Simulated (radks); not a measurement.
# The Coulomb parameter U of the 5d shell of Pt

The task here is to estimate one member of a computed series from the others.

The numbers are computed with radks (a radial shooting solver on a logarithmic mesh, Libxc functionals) version 1 (Dirac Kohn-Sham, PBEsol, spin-unpolarised, spherical densities, finite nucleus; open shells are shared between the two j in proportion to 2j + 1), except any that are marked as measured or tabulated.

## The system

```
element            : platinum (Z = 78)
charge             : 0
electrons          : 78
configuration      : [Xe] 4f14 5d9 6s1
nuclear rms radius : 5.427 fm
```

Outer shells as boxes (Hund's rule):

Pt
```
[Xe] core
4f [↑↓][↑↓][↑↓][↑↓][↑↓][↑↓][↑↓]
5d [↑↓][↑↓][↑↓][↑↓][↑ ]
6s [↑ ]
```

Set-up of the first run:

Input:

```text
Z 78
configuration [Xe] 4f14 5d9 6s1
relativity Dirac
functional pbe_sol,pbe_sol
spin unpolarised
j_filling average
nucleus finite rms 5.427 fm
c 137.035999084
```

Among the steps run: Start: [Xe] 4f14 5d9 6s1.

One of the session's tables, all rows but one given; the rest of the session is left out.

It belongs to the step «Start: [Xe] 4f14 5d9 6s1». Radial moments (bohr):

| level | <r> | outermost maximum (interpolated) | 90 % within | nodes |
| --- | --- | --- | --- | --- |
| 5s1/2 | 0.9533 | 0.870 | 1.36 | 4 |
| 4f5/2 | 0.5126 | 0.383 | 0.828 | 0 |
| 4f7/2 | 0.5199 | 0.387 | 0.840 | 0 |
| 5p1/2 | 1.035 | 0.921 | 1.50 | 3 |
| 5p3/2 | 1.136 | 1.00 | 1.66 | 3 |
| 5d3/2 | 1.648 | 1.24 | 2.62 | 2 |
| 6s1/2 | 2.912 | 2.38 | 4.39 | 5 |
| 5d5/2 | ? | ? | ? | ? |

Estimate the missing values for 5d5/2.

As computed: <r>: 1.738; outermost maximum (interpolated): 1.28; 90 % within: 2.79; nodes: 2. In the column «<r>» it lies between 5d3/2 (1.648) and 6s1/2 (2.912).
